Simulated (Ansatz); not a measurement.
# C6H15ClGeO3: the cost of one run

Method: one geometry, several basis sets; program: Ansatz 0.2.0, Gaussian basis.

The runs, in order: PBE0-D4/def2-SVP; ωB97M-V/def2-SVP; PBE0-D4/def2-QZVPP; ωB97M-V/def2-QZVPP; the functionals' def2-TZVPP values are taken from earlier runs.

## (1) Structure used throughout

The geometry comes from an earlier relaxation with PBE0-D4/def2-TZVP; it is a stationary point, not always the lowest conformer.

26 atoms, charge 0, spin multiplicity 1.

Atoms are counted from 1 here; the program's logs count them from 0.

Bond lengths: C1–C2 1.507 Å, C1–H12 1.093 Å, C1–H13 1.092 Å, C1–H14 1.092 Å, C2–O3 1.422 Å, C2–H15 1.097 Å, C2–H16 1.097 Å, O3–Ge4 1.755 Å, Ge4–Cl5 2.133 Å, Ge4–O6 1.747 Å, Ge4–O9 1.745 Å, O6–C7 1.426 Å, C7–C8 1.507 Å, C7–H17 1.098 Å, C7–H18 1.096 Å, C8–H19 1.093 Å, C8–H20 1.092 Å, C8–H21 1.092 Å and more. Angles: C2–C1–H12 110.3°, C2–C1–H13 110.5°, C2–C1–H14 110.6°, H12–C1–H13 108.5°, H12–C1–H14 108.5°, H13–C1–H14 108.4°, C1–C2–O3 108.5°, C1–C2–H15 110.4°, C1–C2–H16 110.4°, O3–C2–H15 110.0°, O3–C2–H16 110.1°, H15–C2–H16 107.4°, C2–O3–Ge4 120.5°, O3–Ge4–Cl5 109.7°, O3–Ge4–O6 113.0°, O3–Ge4–O9 106.9°, Cl5–Ge4–O6 106.1°, Cl5–Ge4–O9 112.3° and more.

## (2) PBE0-D4 in def2-SVP

in.yaml

```yaml
crystal:
  periodic: [false, false, false]
  atoms:
    - {symbol: C, position_ang: [-0.273989, 2.227400, -2.871377]}
    - {symbol: C, position_ang: [-0.653384, 2.046752, -1.423758]}
    - {symbol: O, position_ang: [0.169175, 1.030013, -0.865419]}
    - {symbol: Ge, position_ang: [-0.021359, 0.550098, 0.811652]}
    - {symbol: Cl, position_ang: [0.080987, 2.271416, 2.067351]}
    - {symbol: O, position_ang: [-1.567087, -0.195898, 1.137348]}
    - {symbol: C, position_ang: [-1.876667, -1.434568, 0.501600]}
    - {symbol: C, position_ang: [-3.288792, -1.813104, 0.866875]}
    - {symbol: O, position_ang: [1.247303, -0.596941, 1.156921]}
    - {symbol: C, position_ang: [2.607116, -0.261086, 0.898425]}
    - {symbol: C, position_ang: [3.462000, -1.458827, 1.223320]}
    - {symbol: H, position_ang: [-0.889232, 3.005504, -3.329616]}
    - {symbol: H, position_ang: [0.774462, 2.518987, -2.958560]}
    - {symbol: H, position_ang: [-0.419791, 1.298579, -3.426353]}
    - {symbol: H, position_ang: [-0.516218, 2.984774, -0.872415]}
    - {symbol: H, position_ang: [-1.710821, 1.766132, -1.337809]}
    - {symbol: H, position_ang: [-1.776362, -1.337133, -0.586986]}
    - {symbol: H, position_ang: [-1.172682, -2.207223, 0.830867]}
    - {symbol: H, position_ang: [-3.558283, -2.763772, 0.400265]}
    - {symbol: H, position_ang: [-3.388173, -1.917036, 1.948915]}
    - {symbol: H, position_ang: [-3.991561, -1.048922, 0.529227]}
    - {symbol: H, position_ang: [2.901685, 0.596515, 1.516041]}
    - {symbol: H, position_ang: [2.728594, 0.026545, -0.152122]}
    - {symbol: H, position_ang: [4.515238, -1.231663, 1.041412]}
    - {symbol: H, position_ang: [3.344149, -1.741240, 2.271194]}
    - {symbol: H, position_ang: [3.179591, -2.311401, 0.602604]}
basis:
  gaussian: {orbitals: def2-SVP}
hamiltonian: {xc: pbe0, dispersion: d4}
output: {orbitals: {seedname: orbitals}}
```

The run is started by

```bash
$ ansatz run in.yaml --threads 11 --pin off --events-out ev --progress --plain --max-ram 120832MiB --backend cpu
```

What time and memory should one allow on 11 threads of AMD EPYC 7R13, shared host?

About 3.2 s, with a peak of 1.4 GiB.
